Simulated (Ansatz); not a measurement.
# BFH4OSn: a ladder of functionals and wavefunction methods

How much do the methods differ for BFH4OSn? The plan is to run it at one geometry with functionals of several rungs and with coupled cluster. The yardstick is the atomisation energy at the CCSD(T) limit.

Program: Ansatz 0.2.0, Gaussian basis. Level of theory: functionals in def2-TZVPP, the program's frozen cores in correlated methods. These are calculated values, not measurements.

Levels to be run: LDA (SPW92), PBE-D4, revPBE-D4, BLYP-D4, r2SCAN-D4, B97M-V, PBE0-D4, B3LYP-D4, r2SCANh-D4, r2SCAN0-D4, HSE06-D4, BHLYP-D4, CAM-B3LYP-D4, LC-ωPBE, ωB97X-V, ωB97M-V, B2PLYP, PBE-QIDH; CCSD(T)/def2-SVP; CCSD(T)/def2-TZVPP; MP2/def2-QZVPP; extrapolation to the limit; RPA on PBE.

**1. The geometry**

An earlier PBE0-D4 in a triple-zeta def2 set relaxation fixed the geometry. Sn takes the def2 core potential; no spin-orbit term is included.

SMILES `[BH2][SnH]([OH])[F]`, 8 atoms, charge 0, spin multiplicity 1.

Atoms are counted from 1 here; the program's logs count them from 0.

Bond lengths: B1–Sn2 2.245 Å, B1–H5 1.190 Å, B1–H6 1.191 Å, Sn2–O3 1.959 Å, Sn2–F4 1.932 Å, Sn2–H7 1.710 Å, O3–H8 0.960 Å. Angles: Sn2–B1–H5 119.8°, Sn2–B1–H6 119.6°, H5–B1–H6 120.6°, B1–Sn2–O3 106.6°, B1–Sn2–F4 109.5°, B1–Sn2–H7 123.5°, O3–Sn2–F4 103.4°, O3–Sn2–H7 109.7°, F4–Sn2–H7 102.4°, Sn2–O3–H8 113.3°.

**2. LDA**

This LDA is Slater exchange with PW92 correlation.

The input, in.yaml:

```yaml
crystal:
  periodic: [false, false, false]
  atoms:
    - {symbol: B, position_ang: [-1.146923, 1.222688, -0.413469]}
    - {symbol: Sn, position_ang: [0.606650, -0.140433, -0.089390]}
    - {symbol: O, position_ang: [0.140765, -1.305088, 1.415504]}
    - {symbol: F, position_ang: [0.753171, -1.365773, -1.575912]}
    - {symbol: H, position_ang: [-1.614690, 1.336245, -1.502091]}
    - {symbol: H, position_ang: [-1.596749, 1.831594, 0.505848]}
    - {symbol: H, position_ang: [2.213731, 0.415410, 0.086289]}
    - {symbol: H, position_ang: [0.736145, -2.051643, 1.517522]}
basis:
  gaussian: {orbitals: def2-TZVPP}
hamiltonian: {xc: lda}
output: {orbitals: {seedname: orbitals}}
```

Command:

```bash
$ ansatz run in.yaml --threads 2 --pin off --events-out ev --progress --plain --max-ram 4352MiB
```

Further steps of the session: PBE-D4 (GGA); revPBE-D4 (GGA); BLYP-D4 (GGA); r2SCAN-D4 (meta-GGA); B97M-V (meta-GGA); B3LYP-D4 (hybrid); r2SCANh-D4 (hybrid); r2SCAN0-D4 (hybrid); HSE06-D4 (hybrid); BHLYP-D4 (hybrid); CAM-B3LYP-D4 (range-separated); LC-ωPBE (range-separated); ωB97X-V (range-separated); ωB97M-V (range-separated); B2PLYP (double hybrid); PBE-QIDH (double hybrid); CCSD(T) in def2-SVP; CCSD(T) in def2-TZVPP; MP2 in def2-QZVPP; RPA on PBE orbitals.

Before running them: what should the planned runs give, taken together? Wanted: atomisation energy, CCSD(T)/CBS; farthest beyond LDA; mean size of error, GGA; mean size of error, meta-GGA; mean size of error, hybrid; mean size of error, range-separated; mean size of error, double hybrid; gap, smallest and largest; T1 diagnostic.

**Answer**, as computed:

| quantity | value |
| --- | --- |
| atomisation energy, CCSD(T)/CBS | 598.0 kcal/mol |
| functionals within 6.0 kcal/mol (1.0 %) | PBE-D4, r2SCAN-D4, B97M-V, CAM-B3LYP-D4, ωB97X-V, ωB97M-V |
| farthest beyond LDA | BHLYP-D4 (-28.5 kcal/mol) |
| mean size of error, GGA | 7.9 kcal/mol |
| mean size of error, meta-GGA | 2.5 kcal/mol |
| mean size of error, hybrid | 15.6 kcal/mol |
| mean size of error, range-separated | 4.0 kcal/mol |
| mean size of error, double hybrid | 14.3 kcal/mol |
| gap, smallest and largest | 2.60 eV (LDA (SPW92)), 10.28 eV (LC-ωPBE) |
| T1 diagnostic | 0.0139 |
| triples share of the correlation energy | 3.0 % |

LDA overbinds by 83.4 kcal/mol (14 %). PBE-D4 misses by +1.1 kcal/mol. Double hybrids carry the basis error of their MP2 part in triple zeta, and no dispersion term here, so their miss is partly the set-up's. The rungs meta-GGA, range-separated miss on average by less than the doubt on the reference (6.0 kcal/mol), so they tie. The reference freezes the cores and leaves out spin-orbit coupling and excitations past (T), and its outer-core shells are covered unevenly, so misses under about 6.0 kcal/mol can't be ranked. All levels share the lack of spin-orbit coupling, which lowers the free heavy atoms and so the true binding. Hartree-Fock recovers 70 % of the binding; the rest is correlation. CCSD(T) in def2-SVP is off by -51.9 kcal/mol, more than most functionals: a good method in a small basis is no reference. Orbital gaps span 2.6 to 10.3 eV; exact exchange widens them. Correlated methods include outer-core shells of Sn, which these sets cover unevenly.
